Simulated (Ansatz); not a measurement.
# BaNi2P2: the cost of one run

Computed with Ansatz 0.2.0 (DFT r2SCAN, scalar-relativistic, plane waves, PAW, unless a step's input says otherwise).

1 further run of the same task is left out (set aside as unsound or not needed).

## 1. The structure to begin with

Symmetry: I4/mmm, No. 139, tetragonal system. The conventional cell has a = 3.905 Å, b = 3.905 Å, c = 12.031 Å, α = 90.00°, β = 90.00°, γ = 90.00°. Ba (site symmetry 4/mmm) is surrounded by 8 P at 3.37 Å and 8 Ni at 3.59 Å. Ni (site symmetry -4m2) is surrounded by 4 P at 2.23 Å. Around P (site symmetry 4mm) lie 4 Ni at 2.23 Å.

Coordinates:

```
Ba Ni P
1.0
    -1.95273    1.95273    6.01543
     1.95273   -1.95273    6.01543
     1.95273    1.95273   -6.01543
Ba Ni P
1 2 2
Direct
  0.00000 0.00000 0.00000
  0.75000 0.25000 0.50000
  0.25000 0.75000 0.50000
  0.66016 0.66016 0.00000
  0.33984 0.33984 0.00000
```

It goes back to an entry of the Materials Project, which need not be the stable form.

It is the result of an earlier relaxation at this level (volume 18.35 Å³/atom; gap on the mesh: none (metal)).

## 2. Point at V/V0 = 0.97

input.yaml

```yaml
crystal:
  lattice:
    - [-1.9330071112, 1.9330071112, 5.9546637519]
    - [1.9330071112, -1.9330071112, 5.9546637519]
    - [1.9330071112, 1.9330071112, -5.9546637519]
  atoms:
    - { symbol: Ba, position: [0.0, 0.0, 0.0] }
    - { symbol: Ni, position: [0.75, 0.25, 0.5] }
    - { symbol: Ni, position: [0.25, 0.75, 0.5] }
    - { symbol: P, position: [0.6601599437, 0.6601599437, 0.0] }
    - { symbol: P, position: [0.3398400563, 0.3398400563, 0.0] }
basis:
  ecutwfc: 500
kpoints:
  mp_grid: { grid: [12, 12, 12] }
hamiltonian:
  xc: r2scan
scf:
  occupations: { method: gaussian, width: 0.1 }
output:
  forces: true
  stress: true
  eigenvalues: true
relax:
  adjacent_minimum: "off"
  f_tol: 0.01
  max_steps: 30
  cell: { stress_tol: 0.1, fix: [volume] }
```

On the command line:

```sh
ansatz run input.yaml --threads 2 --pin off --max-ram 5120MiB --backend cpu --events-out ev --progress --plain --runs-dir out
```

What time and memory should one allow on 2 threads of Oxide Virtual Turin-like (Zen 5), shared host?

About 2.5 min, with a peak of 0.98 GiB.
